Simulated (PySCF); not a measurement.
# FGeH5OSi: the cost of one run

Computed with PySCF 2.14.0; each step states its level. No surroundings beyond the atoms listed, unless a continuum is named. Atoms count from 0, parts from 1.

## (1) Starting point

Each species was relaxed by itself at PBE0-D3(BJ)/def2-SVPD.

## (2) Reaction energy: wB97M-D3(BJ)/def2-TZVPD

Job settings and geometry (Å):

```
{"job": {"kind": "react", "xc": "wB97M-D3(BJ)", "basis": "def2-TZVPD"}, "charge": 0, "multiplicity": 1}
-1 GeH6OSi charge 0 multiplicity 1
Si     0.750890    -0.546150     1.311160
O      0.354610     0.602260     0.172340
Ge    -0.686930     0.561490    -1.278650
H     -0.482870    -1.124830     1.929410
H      1.574350     0.117710     2.360200
H      1.529930    -1.659950     0.687050
H     -0.501750     1.925210    -1.953030
H     -0.215900    -0.592230    -2.182210
H     -2.139220     0.340140    -0.821710

-1 F2 charge 0 multiplicity 1
F      0.688810    -0.010080     0.012880
F     -0.688810     0.010080    -0.012880

+1 FGeH5OSi charge 0 multiplicity 1
F     -1.816190    -0.937850    -1.214500
Si    -1.554200     0.029180     0.083190
O     -0.053100    -0.237810     0.687900
Ge     1.612610    -0.101370     0.031820
H     -2.552450    -0.337400     1.115780
H     -1.698330     1.419450    -0.426050
H      2.525190    -0.100620     1.262060
H      1.858670    -1.314040    -0.875200
H      1.699500     1.218570    -0.752490

+1 FH charge 0 multiplicity 1
F      0.459340    -0.003620     0.026040
H     -0.459340     0.003620    -0.026040
```

Method: wB97M-D3(BJ)/def2-TZVPD reaction energy of separated species, gas phase.

The run is started by

```sh
$ OMP_NUM_THREADS=1 python cluster_run.py task.json out
```

This one command runs all jobs of the session in turn.

**Question.** How long does this first job take on 1 thread of Intel Xeon Platinum 8175M at 2.50GHz, shared host, and how much memory does it need?

About 42 s, with a peak of 0.78 GiB.
